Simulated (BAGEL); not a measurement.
**GaSiH4F (SMILES [F][GaH][SiH3]): levels of theory compared**

We compute a comparison of 5 runs (HF/STO-3G, B3LYP/6-31G*, B3LYP/def2-SVP, PBE0/def2-SVP, RI-MP2/def2-SVP) of GaSiH4F. 

The results are computed with BAGEL 1.2.2.

2 further runs of the same task are left out: 2 that didn't finish.

### Step 1. The structure to begin with

GaSiH4F has 7 atoms, charge 0, and is taken as a singlet. As SMILES, `[F][GaH][SiH3]`. The shape is that of a PBE0-D4/def2-TZVP optimisation.

Bond lengths: F1–Ga2 1.766 Å, Ga2–Si3 2.406 Å, Ga2–H4 1.565 Å, Si3–H5 1.487 Å, Si3–H6 1.487 Å, Si3–H7 1.487 Å. Angles: F1–Ga2–Si3 112.7°, F1–Ga2–H4 112.3°, Si3–Ga2–H4 135.0°, Ga2–Si3–H5 109.4°, Ga2–Si3–H6 111.2°, Ga2–Si3–H7 109.6°, H5–Si3–H6 108.8°, H5–Si3–H7 108.9°, H6–Si3–H7 108.9°.

### Step 2. A single-point energy at HF/STO-3G (density fitting with qzvpp-jkfit) (run 1)

Contents of hf.json:

```json
{ "bagel" : [

{
  "title" : "molecule",
  "basis" : "sto-3g",
  "df_basis" : "qzvpp-jkfit",
  "angstrom" : true,
  "geometry" : [
    { "atom" : "F", "xyz" : [    0.231600,   -2.152100,    1.342200 ] },
    { "atom" : "Ga", "xyz" : [    0.019100,   -0.400000,    1.279300 ] },
    { "atom" : "Si", "xyz" : [   -0.029700,    0.450800,   -0.970800 ] },
    { "atom" : "H", "xyz" : [   -0.096900,    0.235400,    2.704700 ] },
    { "atom" : "H", "xyz" : [   -1.196100,   -0.125700,   -1.691600 ] },
    { "atom" : "H", "xyz" : [   -0.144400,    1.933400,   -0.983000 ] },
    { "atom" : "H", "xyz" : [    1.216400,    0.058100,   -1.680800 ] }
  ]
},
{ "title" : "hf" },
{ "title" : "print", "file" : "orbitals.molden", "orbitals" : true }

]}
```

Launch:

```console
$ BAGEL_NUM_THREADS=1 BAGEL hf.json > hf.out
```

The log of the run:

```text
* using 1 threads per process

  ===============================================================
  ===============================================================

  *** Geometry ***

  { "atom" : "F", "xyz" : [      0.437661,     -4.066880,      2.536390 ] },
  { "atom" : "Ga", "xyz" : [      0.036094,     -0.755890,      2.417527 ] },
  { "atom" : "Si", "xyz" : [     -0.056125,      0.851889,     -1.834546 ] },
  { "atom" : "H", "xyz" : [     -0.183114,      0.444842,      5.111142 ] },
  { "atom" : "H", "xyz" : [     -2.260301,     -0.237539,     -3.196661 ] },
  { "atom" : "H", "xyz" : [     -0.272876,      3.653596,     -1.857601 ] },
  { "atom" : "H", "xyz" : [      2.298663,      0.109793,     -3.176252 ] },

  Number of auxiliary basis functions:      543

  Since a DF basis is specified, we compute 2- and 3-index integrals:
    o Being stored without compression. Storage requirement is 0.006 GB

  Number of basis functions:       36
  Number of electrons      :       58

    * METHOD: MOLECULE                             0.16

  *** RHF ***

  === Nuclear Repulsion ===
   246.9971785450

      * DIIS with orbital gradients will be used.

  === RHF iteration (sto-3g) ===
      0      -2286.74763504          0.01183394           0.03
      1      -2286.83143020          0.00458023           0.02
      2      -2286.84154009          0.00111861           0.02
      3      -2286.84276715          0.00034522           0.02
      4      -2286.84293133          0.00020178           0.02
      5      -2286.84302559          0.00011437           0.02
      6      -2286.84305728          0.00009265           0.02
      7      -2286.84310381          0.00004928           0.02
      8      -2286.84311833          0.00001786           0.02
      9      -2286.84311945          0.00000770           0.02
     10      -2286.84311959          0.00000262           0.03
     11      -2286.84311960          0.00000110           0.02
     12      -2286.84311960          0.00000078           0.02
     13      -2286.84311960          0.00000058           0.02
     14      -2286.84311960          0.00000041           0.02
     15      -2286.84311960          0.00000026           0.02
     16      -2286.84311960          0.00000018           0.02
     17      -2286.84311961          0.00000016           0.02
     18      -2286.84311961          0.00000013           0.02
     19      -2286.84311961          0.00000011           0.02
     20      -2286.84311961          0.00000007           0.02
     21      -2286.84311961          0.00000005           0.02
     22      -2286.84311961          0.00000004           0.03
     23      -2286.84311961          0.00000003           0.03
     24      -2286.84311961          0.00000002           0.03
     25      -2286.84311961          0.00000001           0.02
     26      -2286.84311961          0.00000001           0.02
    * SCF iteration converged.

    * Permanent dipole moment:
           (    0.043663,    -0.397401,     0.116274) a.u.

    * METHOD: HF                                   0.77

    * METHOD: PRINT                                0.00

  ===============================================================
```

Wall time 1.1 s (1 thread of Intel Xeon 6975P-C (Granite Rapids), shared host); peak memory 0.082 GiB.

### Step 3. A single-point energy at B3LYP/6-31G(d) (density fitting with qzvpp-jkfit, spherical functions) (run 2)

Contents of calc.json:

```json
{ "bagel": [

{
  "title": "molecule",
  "basis": "6-31gs.json",
  "df_basis": "qzvpp-jkfit",
  "angstrom": true,
  "geometry": [
    { "atom": "F", "xyz": [       0.231600,      -2.152100,       1.342200 ] },
    { "atom": "Ga", "xyz": [       0.019100,      -0.400000,       1.279300 ] },
    { "atom": "Si", "xyz": [      -0.029700,       0.450800,      -0.970800 ] },
    { "atom": "H", "xyz": [      -0.096900,       0.235400,       2.704700 ] },
    { "atom": "H", "xyz": [      -1.196100,      -0.125700,      -1.691600 ] },
    { "atom": "H", "xyz": [      -0.144400,       1.933400,      -0.983000 ] },
    { "atom": "H", "xyz": [       1.216400,       0.058100,      -1.680800 ] }
  ]
},

{ "title": "ks", "xc_func": "b3lyp" },

{ "title": "print", "file": "orbitals.molden", "orbitals": true }

]}
```

The basis set 6-31G* is read from a file made from the Basis Set Exchange's data (not shown).

Launch:

```console
$ BAGEL_NUM_THREADS=1 BAGEL calc.json > calc.out
```

The log of the run:

```text
* using 1 threads per process

  ===============================================================
  ===============================================================

  *** Geometry ***

  { "atom" : "F", "xyz" : [      0.437661,     -4.066880,      2.536390 ] },
  { "atom" : "Ga", "xyz" : [      0.036094,     -0.755890,      2.417527 ] },
  { "atom" : "Si", "xyz" : [     -0.056125,      0.851889,     -1.834546 ] },
  { "atom" : "H", "xyz" : [     -0.183114,      0.444842,      5.111142 ] },
  { "atom" : "H", "xyz" : [     -2.260301,     -0.237539,     -3.196661 ] },
  { "atom" : "H", "xyz" : [     -0.272876,      3.653596,     -1.857601 ] },
  { "atom" : "H", "xyz" : [      2.298663,      0.109793,     -3.176252 ] },

  Number of auxiliary basis functions:      543

  Since a DF basis is specified, we compute 2- and 3-index integrals:
    o Being stored without compression. Storage requirement is 0.023 GB

  Number of basis functions:       72
  Number of electrons      :       58

    * METHOD: MOLECULE                             0.23

  *** Kohn-Sham DFT ***

    * Removing 10803 points whose weight is below 1.00e-10
    * Grid points: 93539

  === Nuclear Repulsion ===
   246.9971785450

       - DIIS with orbital gradients will be used.

  === KS iteration (b3lyp / 6-31gs.json) ===
      0      -2249.03845990          0.11489079           0.31
      1      -2001.00668600          0.17634173           0.30
      2      -2140.14275901          0.12337436           0.30
      3      -2280.49016137          0.13360835           0.29
      4      -2313.24385795          0.07990333           0.29
      5      -2312.88728794          0.07314984           0.29
      6      -2316.06315099          0.02819974           0.30
      7      -2316.04338354          0.03219376           0.30
      8      -2316.37718376          0.00521192           0.30
      9      -2316.38820014          0.00206190           0.31
     10      -2316.39129641          0.00027736           0.30
     11      -2316.39134190          0.00007898           0.31
     12      -2316.39134485          0.00001389           0.31
     13      -2316.39134489          0.00000985           0.31
     14      -2316.39134492          0.00000077           0.31
     15      -2316.39134492          0.00000017           0.31
     16      -2316.39134492          0.00000005           0.30
     17      -2316.39134492          0.00000002           0.30
     18      -2316.39134492          0.00000001           0.30
    * SCF iteration converged.

    * Permanent dipole moment:
           (    0.094997,    -0.827820,     0.184282) a.u.

    * METHOD: KS                                   6.08

    * METHOD: PRINT                                0.01

  ===============================================================
```

It took 6.6 s on 1 thread of Intel Xeon 6975P-C (Granite Rapids), shared host; peak memory 0.38 GiB.

Run 3 isn't shown in full; the table further down has it.

### Step 4. A single-point energy at PBE0/def2-SVP (density fitting with qzvpp-jkfit) (run 4)

Contents of job.json:

```json
{ "bagel": [

{
  "title": "molecule",
  "basis": "svp",
  "df_basis": "qzvpp-jkfit",
  "angstrom": true,
  "geometry": [
    { "atom": "F", "xyz": [    0.231600,   -2.152100,    1.342200 ] },
    { "atom": "Ga", "xyz": [    0.019100,   -0.400000,    1.279300 ] },
    { "atom": "Si", "xyz": [   -0.029700,    0.450800,   -0.970800 ] },
    { "atom": "H", "xyz": [   -0.096900,    0.235400,    2.704700 ] },
    { "atom": "H", "xyz": [   -1.196100,   -0.125700,   -1.691600 ] },
    { "atom": "H", "xyz": [   -0.144400,    1.933400,   -0.983000 ] },
    { "atom": "H", "xyz": [    1.216400,    0.058100,   -1.680800 ] }
  ]
},
{ "title": "ks", "xc_func": "pbe0" },
{ "title": "print", "file": "orbitals.molden", "orbitals": true }

]}
```

Launch:

```console
$ BAGEL_NUM_THREADS=1 BAGEL job.json > job.out
```

The log of the run:

```text
* using 1 threads per process

  ===============================================================
  ===============================================================

  *** Geometry ***

  { "atom" : "F", "xyz" : [      0.437661,     -4.066880,      2.536390 ] },
  { "atom" : "Ga", "xyz" : [      0.036094,     -0.755890,      2.417527 ] },
  { "atom" : "Si", "xyz" : [     -0.056125,      0.851889,     -1.834546 ] },
  { "atom" : "H", "xyz" : [     -0.183114,      0.444842,      5.111142 ] },
  { "atom" : "H", "xyz" : [     -2.260301,     -0.237539,     -3.196661 ] },
  { "atom" : "H", "xyz" : [     -0.272876,      3.653596,     -1.857601 ] },
  { "atom" : "H", "xyz" : [      2.298663,      0.109793,     -3.176252 ] },

  Number of auxiliary basis functions:      543

  Since a DF basis is specified, we compute 2- and 3-index integrals:
    o Being stored without compression. Storage requirement is 0.031 GB

  Number of basis functions:       84
  Number of electrons      :       58

    * METHOD: MOLECULE                             0.21

  *** Kohn-Sham DFT ***

    * Removing 10803 points whose weight is below 1.00e-10
    * Grid points: 93539

  === Nuclear Repulsion ===
   246.9971785450

       - DIIS with orbital gradients will be used.

  === KS iteration (pbe0 / svp) ===
      0      -2251.41866911          0.10816187           0.35
      1      -2053.03954060          0.18115277           0.33
      2      -2134.81024562          0.12165689           0.34
      3      -2303.26605129          0.09119681           0.34
      4      -2234.55899545          0.14441781           0.34
      5      -2292.40612665          0.16408168           0.33
      6      -2248.70836637          0.16296361           0.33
      7      -2245.10812553          0.16348331           0.33
      8      -2290.62844187          0.13905116           0.34
      9      -2298.67459997          0.11929880           0.35
     10      -2314.50469893          0.04507827           0.34
     11      -2314.49677158          0.04385412           0.34
     12      -2315.70312121          0.00672604           0.34
     13      -2315.71877770          0.00428704           0.33
     14      -2315.72888866          0.00046395           0.34
     15      -2315.72900503          0.00017209           0.34
     16      -2315.72902130          0.00005178           0.33
     17      -2315.72902296          0.00000987           0.34
     18      -2315.72902300          0.00000291           0.34
     19      -2315.72902300          0.00000056           0.34
     20      -2315.72902300          0.00000008           0.33
     21      -2315.72902300          0.00000004           0.33
     22      -2315.72902300          0.00000002           0.34
     23      -2315.72902300          0.00000001           0.33
    * SCF iteration converged.

    * Permanent dipole moment:
           (    0.096745,    -0.831837,     0.137423) a.u.

    * METHOD: KS                                   8.45

    * METHOD: PRINT                                0.01

  ===============================================================
```

Wall time 9 s (1 thread of Intel Xeon 6975P-C (Granite Rapids), shared host); peak memory 0.42 GiB.

### Step 5. A single-point energy at RI-MP2/def2-SVP (density fitting with qzvpp-jkfit) (run 5)

Contents of input.json:

```json
{ "bagel": [

{
  "title": "molecule",
  "basis": "svp",
  "df_basis": "qzvpp-jkfit",
  "angstrom": true,
  "geometry": [
    { "atom": "F", "xyz": [       0.231600,      -2.152100,       1.342200 ] },
    { "atom": "Ga", "xyz": [       0.019100,      -0.400000,       1.279300 ] },
    { "atom": "Si", "xyz": [      -0.029700,       0.450800,      -0.970800 ] },
    { "atom": "H", "xyz": [      -0.096900,       0.235400,       2.704700 ] },
    { "atom": "H", "xyz": [      -1.196100,      -0.125700,      -1.691600 ] },
    { "atom": "H", "xyz": [      -0.144400,       1.933400,      -0.983000 ] },
    { "atom": "H", "xyz": [       1.216400,       0.058100,      -1.680800 ] }
  ]
},

{ "title": "hf" },

{ "title": "mp2", "ncore": 15 }

]}
```

Launch:

```console
$ BAGEL_NUM_THREADS=1 BAGEL input.json > input.out
```

The log of the run:

```text
* using 1 threads per process

  ===============================================================
  ===============================================================

  *** Geometry ***

  { "atom" : "F", "xyz" : [      0.437661,     -4.066880,      2.536390 ] },
  { "atom" : "Ga", "xyz" : [      0.036094,     -0.755890,      2.417527 ] },
  { "atom" : "Si", "xyz" : [     -0.056125,      0.851889,     -1.834546 ] },
  { "atom" : "H", "xyz" : [     -0.183114,      0.444842,      5.111142 ] },
  { "atom" : "H", "xyz" : [     -2.260301,     -0.237539,     -3.196661 ] },
  { "atom" : "H", "xyz" : [     -0.272876,      3.653596,     -1.857601 ] },
  { "atom" : "H", "xyz" : [      2.298663,      0.109793,     -3.176252 ] },

  Number of auxiliary basis functions:      543

  Since a DF basis is specified, we compute 2- and 3-index integrals:
    o Being stored without compression. Storage requirement is 0.031 GB

  Number of basis functions:       84
  Number of electrons      :       58

    * METHOD: MOLECULE                             0.21

  *** RHF ***

  === Nuclear Repulsion ===
   246.9971785450

      * DIIS with orbital gradients will be used.

  === RHF iteration (svp) ===
      0      -2313.38405663          0.01639263           0.08
      1      -2313.48274332          0.01214312           0.07
      2      -2313.55812778          0.00126893           0.07
      3      -2313.55971125          0.00029162           0.07
      4      -2313.55976130          0.00010357           0.07
      5      -2313.55976870          0.00002123           0.07
      6      -2313.55976930          0.00000536           0.07
      7      -2313.55976934          0.00000143           0.07
      8      -2313.55976935          0.00000052           0.07
      9      -2313.55976935          0.00000025           0.07
     10      -2313.55976935          0.00000006           0.07
     11      -2313.55976935          0.00000003           0.07
     12      -2313.55976935          0.00000001           0.07
    * SCF iteration converged.

    * Permanent dipole moment:
           (    0.112718,    -0.970350,     0.118643) a.u.

    * METHOD: HF                                   1.14

  *** RHF ***

  === Nuclear Repulsion ===
   246.9971785450

      * DIIS with orbital gradients will be used.

  === RHF iteration (svp) ===
      0      -2313.55976935          0.00000000           0.07
    * SCF iteration converged.

    * Permanent dipole moment:
           (    0.112718,    -0.970350,     0.118643) a.u.

  === DF-MP2 calculation ===

    * freezing 15 orbitals
    * 3-index integral transformation done
    * assembly done

      MP2 correlation energy:   -0.5020909594      0.03

      MP2 total energy:       -2314.0618603072

    * METHOD: MP2                                  0.19

  ===============================================================
```

Run time: 1.7 s. Hardware: 1 thread of Intel Xeon 6975P-C (Granite Rapids), shared host; peak memory 0.14 GiB.

### Step 6. The series

```csv
run,level,frozen core orbitals,energy (Eh),dipole moment (D),HOMO energy (eV),LUMO energy (eV),wall time
1,HF/STO-3G (density fitting with qzvpp-jkfit),–,-2286.843120,1.06,-6.81,4.91,1.1 s
2,"B3LYP/6-31G* (density fitting with qzvpp-jkfit, spherical functions)",–,-2316.391345,2.17,-7.69,-2.02,6.6 s
3,B3LYP/def2-SVP (density fitting with qzvpp-jkfit),–,-2316.277613,2.14,-7.76,-2.09,9.6 s
4,PBE0/def2-SVP (density fitting with qzvpp-jkfit),–,-2315.729023,2.16,-8.00,-1.88,9 s
5,RI-MP2/def2-SVP (density fitting with qzvpp-jkfit),15,-2314.061860,–,–,–,1.7 s
```

### Step 7. Summary of results

| quantity | value |
| --- | --- |
| run 5: total energy | -2314.06186 Eh |
| run 5: correlation energy (15 core orbitals frozen) | -502.1 mEh |

What this shows: Over runs 1, 2, 3, 4 the dipole moment (its size) runs from 1.06 D (HF/STO-3G) to 2.17 D (B3LYP/6-31G*). The two ends differ in method and basis. Over runs 1, 2, 3, 4 the HOMO–LUMO gap runs from 5.67 eV (B3LYP/def2-SVP) to 11.73 eV (HF/STO-3G). Totals of different functionals can't be ranked against each other. In run 1 the basis is minimal, so the values are rough. All runs together took 28 s, the longest 9.6 s.
